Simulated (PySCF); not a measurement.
# GeP−: bond curves at several levels of theory

An exercise on one series of results from a longer session: the logs are not shown, and one member is left open.

Computed with PySCF 2.14.0. Level: Ge def2-TZVPPD, P def2-TZVPPD, no relativity.

2 further runs of the same task are left out: 2 set aside as unsound or not needed.

Set-up of the first run:

A driver script around PySCF takes these settings:

* atoms: Ge, P
* charge: -1
* basis: Ge def2-TZVPPD, P def2-TZVPPD
* Hamiltonian: no relativity
* basis functions: 102
* electrons treated: 48
* masses in u: 73.9212, 30.9738
* levels: PBE0, PBE, r²SCAN, r²SCAN0, BP86, PBEsol, r²SCANh, BHandHLYP, CAM-B3LYP, HF, MP2, SCS-MP2, CCSD, CCSD(T)
* grid: 80 radial by 434 angular points
* occupations: held fixed by the projection of orbital angular momentum
* dissociation limit: Ge− + P, each in its ground configuration
* starting distance in angstrom: 2.325
* values of 2S to try: 0, 2, 4

Launch:

```bash
$ OMP_NUM_THREADS=2 python dia.py task.json out
```

Among the steps run: Input; First curve: PBE0; PBE (GGA); r²SCAN (meta-GGA); r²SCAN0 (hybrid meta-GGA); BP86 (GGA); PBEsol; r²SCANh (hybrid meta-GGA); BHandHLYP; CAM-B3LYP (range-separated hybrid); RHF; Adding correlation.

One table of the session follows, with a row left open; its other results are not shown here.

It belongs to the step «Constants by level of theory». Differences from CCSD(T) in the same basis:

| level | Re (mÅ) | ωe (%) |
| --- | --- | --- |
| RHF | -46 | +14.7 |
| RHF-MP2 | +1 | -2.1 |
| RHF-SCS-MP2 | 0 | -1.2 |
| RHF-CCSD | -18 | +5.2 |
| PBE | 0 | -0.9 |
| PBEsol | -11 | +0.8 |
| BP86 | +2 | -1.5 |
| r²SCAN | -20 | +3.7 |
| r²SCANh | -26 | +5.5 |
| PBE0 | -25 | +5.6 |
| r²SCAN0 | ? | ? |
| BHandHLYP | -38 | +9.2 |
| CAM-B3LYP | -42 | +9.1 |

Estimate the missing values for r²SCAN0.

As computed: Re (mÅ): -35; ωe (%): +8.0. In the column «Re (mÅ)» it lies between BHandHLYP (-38) and r²SCANh (-26).
